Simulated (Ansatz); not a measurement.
Consider cell relaxations under several functionals of Mo, space group P6/mmm (the Python package of Ansatz (0.2.0)).

`lattice_mo.py`
```python
import ansatz as az
from ase import Atoms
import numpy as np

def edges_and_angles(cell):
    cell = np.asarray(cell)
    a, b, c = np.linalg.norm(cell, axis=1)
    cosines = cell[1] @ cell[2] / (b * c), cell[0] @ cell[2] / (a * c), cell[0] @ cell[1] / (a * b)
    return (a, b, c, *np.degrees(np.arccos(cosines)))

atoms = Atoms(
    ['Mo'],
    scaled_positions=[
        (0.0, 0.0, 0.5),
    ],
    cell=[
        (2.73551, 0.0, 0.0),
        (-1.367755, 2.369021, 0.0),
        (0.0, 0.0, 2.555181),
    ],
    pbc=True,
)
structure = az.Crystal.from_ase(atoms)

setup = (
    structure.calculation()
    .kpoints(11)
    .occupations('methfessel_paxton', width=150 * az.meV)
    .relax(cell=True)
)

levels = [('lda', 'none'), ('pbesol', 'none'), ('pbesol', 'd3bj')]
print('level            a       b       c    alpha   beta  gamma  V/atom  steps')
for name, dispersion in levels:
    seen = []
    run = setup.functional(name, dispersion=dispersion).session().plan()
    res = run.execute(on_event=lambda e: seen.append(e) if e['event'] == 'relax_step' else None)
    cell = res.lattice.cell_ang
    label = name if dispersion == 'none' else f'{name}+{dispersion}'
    print('{:13s} {:7.4f} {:7.4f} {:7.4f} {:6.2f} {:6.2f} {:6.2f}'.format(label, *edges_and_angles(cell)), f'{abs(np.linalg.det(cell)) / len(res.lattice.sites):7.3f} {len(seen):5d}')
```

Rank the levels of theory by the volume of the relaxed cell.

From smallest to largest: PBEsol+D3BJ (15.72 Å³ an atom, -5.0 % against the start), LDA (15.90 Å³ an atom, -4.0 % against the start) and PBEsol (16.20 Å³ an atom, -2.2 % against the start). The spread is 3.0 % in volume.

The output:

Output of `python lattice_mo.py`:
```text
level            a       b       c    alpha   beta  gamma  V/atom  steps
DeckWarning: basis.ecutwfc = 420 eV, auto-derived from the records' recommended cutoffs: set by Mo (normal level)
lda            2.7294  2.7294  2.4640  90.00  90.00 120.00  15.897     6
pbesol         2.7458  2.7458  2.4811  90.00  90.00 120.00  16.200     6
pbesol+d3bj    2.7177  2.7177  2.4582  90.00  90.00 120.00  15.724     6
```
(Warnings from the package without file and line.)

Dispersion corrections can be off by several per cent in the lattices of metals, and by several GPa in the pressure at a fixed cell. For a metal this k-point mesh is coarse: on a finer one energies can move by several to tens of meV an atom and pressures by half a GPa or more, differences at one mesh by less. This isn't the structure that Mo takes at ambient conditions. Hardware and time: 7.7 s on 1 thread of Intel(R) Xeon(R) 6975P-C (Granite Rapids), on a shared host, peak memory 0.41 GiB.
